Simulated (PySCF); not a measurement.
# CuH6O6 ([Cu(OH)6]3-): the cost of one run

Computed with PySCF 2.14.0 and routines of our own; the level stands in each step. Atoms count from 0.

## Step 1: The starting structure

13 atoms, charge -3, states of the metal's open shell are computed; geometry from: model geometry, bond lengths from ionic radii.

## Step 2: Ligand-field states: state-averaged CASSCF in water

What the job is given:

```
{"job": {"kind": "lf", "basis": {"metal": "x2c-TZVPall", "ligand": "x2c-SVPall"}, "nevpt": true, "solvent": "water"}, "charge": -3, "metal": "Cu", "open_shell": "d8"}
Cu     0.000000     0.000000     0.000000
O      0.000000     0.000000     1.870000
H      0.800000     0.000000     2.410000
O      0.000000     0.000000    -1.870000
H     -0.800000     0.000000    -2.410000
O      1.870000     0.000000     0.000000
H      2.410000     0.800000     0.000000
O     -1.870000     0.000000     0.000000
H     -2.410000    -0.800000     0.000000
O      0.000000     1.870000     0.000000
H      0.000000     2.410000     0.800000
O     -0.000000    -1.870000     0.000000
H     -0.000000    -2.410000    -0.800000
```

Method: state-averaged CASSCF of the metal d shell, SC-NEVPT2 on the averaged canonical orbitals, state-interaction spin-orbit coupling.

On the command line:

```
> OMP_NUM_THREADS=1 python lf_run.py task.json out
```

One launch serves the whole session: the jobs run in the order shown.

**Question.** How long does this first job take on 1 thread of Arm Neoverse V1, shared host, and how much memory does it need?

About 14 s, with a peak of 0.42 GiB.
